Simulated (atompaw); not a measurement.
# Ru: the cost of one run

The numbers are computed with atompaw 4.2.0.5 (PBEsol, scalar-relativistic, spin-unpolarised reference atom).

## Step 1: Settings

Typed settings, in words:

| Quantity | Value |
| --- | --- |
| element | ruthenium (Ru, Z = 44) |
| type | PAW |
| frozen core | [Ar] 3d10 |
| valence charge | 16 |
| reference configuration | 4s2 4p6 4d7 5s1 5p0 |
| partial waves | 4s (bound): rc 1.34 bohr; 5s (bound): rc 1.42 bohr; 4p (bound): rc 1.38 bohr; 5p (bound, empty): rc 1.84 bohr; 4d (bound): rc 1.70 bohr; 4d channel at 0.1 Ry: rc 1.70 bohr |
| local potential | bessel scheme, radius 1.46 bohr |
| core correction | smooth core density matched at 1.80 bohr |
| augmentation charge | sinc compensation charge, radius 1.74 bohr; PAW radius 1.84 bohr; waves and projectors: custom polynom2 7 10 vanderbiltortho |

The nodes and maxima of the atom's own shells, from an earlier all-electron run, set the scale for the radii.

All-electron outer shells of the reference configuration (PBEsol, scalar-relativistic, ld1.x):

| shell | level (eV) | outermost node (bohr) | outermost maximum (bohr) |
| --- | --- | --- | --- |
| 3p | -446.95 | 0.16 | 0.36 |
| 3d | -273.13 | – | 0.30 |
| 4s | -76.31 | 0.48 | 0.92 |
| 4p | -46.38 | 0.49 | 0.98 |
| 4d | -5.22 | 0.48 | 1.21 |
| 5s | -4.27 | 1.24 | 2.73 |
| 5p | -0.87 | 1.41 | 3.87 |

## Step 2: The generation run

Ru.input reads:

```
Ru 44
GGA-PBESOL scalarrelativistic loggrid 1500 logderivrange -8 5 326
5 5 4 0 0 0
5 0 1
5 1 0
4 2 7
0 0 0
c
c
c
v
v
c
c
v
v
c
v
2
1.84 1.74 1.46 1.80
n
n
y
0.1
n
custom polynom2 7 10 vanderbiltortho sinc
bessel
1.34
1.42
1.38
1.84
1.70
1.70
PWSCFOUT
UPFDX 0.0125d0 UPFXMIN -7.d0 UPFZMESH 44.d0
END
```

Launch:

```bash
atompaw < Ru.input > Ru.log
```

**Question.** How long does this run take on 1 thread of Intel Xeon Platinum 8488C, shared host?

About 3.3 s.
